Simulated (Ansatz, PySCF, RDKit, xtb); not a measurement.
**C3H7ClSi2: ranking a sample of isomers**

A sample of isomers of C3H7ClSi2 is drawn. Aim: find which of them has the lowest free energy at 298.15 K, then its properties. The sample is small against all isomers, and the most stable one of this formula need not be in it.

Plan: many cheap relaxations first (GFN2-xTB), then density-functional screening, relaxation at B3LYP-D3(BJ)/def2-SVP, vibrations (at GFN2-xTB) and a final energy. The numbers are computed, not measured.

## Step 1: Candidates

Isomers were taken from a list of plausible structures; this is a sample, not all of them. That gives 10 candidates.

| label | SMILES | spin |
| --- | --- | --- |
| c038 | Cl[Si@@H]1CC=C[SiH2]1 | singlet |
| c055 | Cl[C@H]1C=C[SiH2][SiH2]1 | singlet |
| c071 | C[SiH2]C#C[SiH2]Cl | singlet |
| c110 | CC#C[Si@H]([SiH3])Cl | singlet |
| c235 | ClCC1=C[SiH2][SiH2]1 | singlet |
| c398 | [SiH3][Si@H](Cl)C1C=C1 | singlet |
| c480 | C#C[SiH2][SiH2]CCl | singlet |
| c613 | [SiH3]C#C[SiH2]CCl | singlet |
| c708 | C[Si@H](Cl)C#C[SiH3] | singlet |
| c778 | C#CC[Si@H]([SiH3])Cl | singlet |

Candidates are built by distance geometry, with a force field where one applies, in up to four conformers (letters a to d).

**Question.** With final energies at CCSD(T)/def2-SVP + MP2/def2-TZVPP - MP2/def2-SVP, which structure will this search put lowest in free energy, and by what margin?

| quantity | value |
| --- | --- |
| lowest structure found | Cl[Si@@H]1CC=C[SiH2]1, singlet |
| next finalist | C[Si@H](Cl)C#C[SiH3], singlet, 3.2 kcal/mol higher in G |
| share at equilibrium, among the finalists | 99.6 % |
| dipole moment (PBE0/def2-SVPD) | 2.18 D |
| HOMO energy (PBE0/def2-SVPD) | -7.67 eV |
| LUMO energy (PBE0/def2-SVPD) | -0.79 eV |
| HOMO–LUMO gap (PBE0/def2-SVPD) | 6.87 eV |
| lowest excitation (TD-PBE0/def2-SVPD) | 5.53 eV (f = 0.004) |
| strongest of the states computed, same level | 6.80 eV (f = 0.039) |
| lowest triplet excitation, same level, Tamm-Dancoff | 4.08 eV |
| vertical ionisation energy | 9.45 eV |
| vertical electron affinity | -0.73 eV (unbound: the value depends on the basis) |
| vertical triplet less singlet | +4.03 eV |

`Cl[Si@@H]1CC=C[SiH2]1` comes out lowest. The margin of 3.2 kcal/mol over the next finalist is beyond the usual error of the last level; it says nothing of structures that weren't ranked. GFN2-xTB, HF/STO-3G, r2SCAN-D4/def2-SVP, B3LYP-D3(BJ)/def2-SVP, HF/def2-SVP and MP2/def2-SVP already put its bonding pattern lowest among the structures in one piece. Lowest found is not proven lowest: the search is finite, and each finalist counts with one conformer. Only 10 drawn patterns were tried, so whole families of isomers are missing, and the result ranks this sample alone. The lowest isomer need not be the one that is made and kept in a bottle, which depends on barriers.
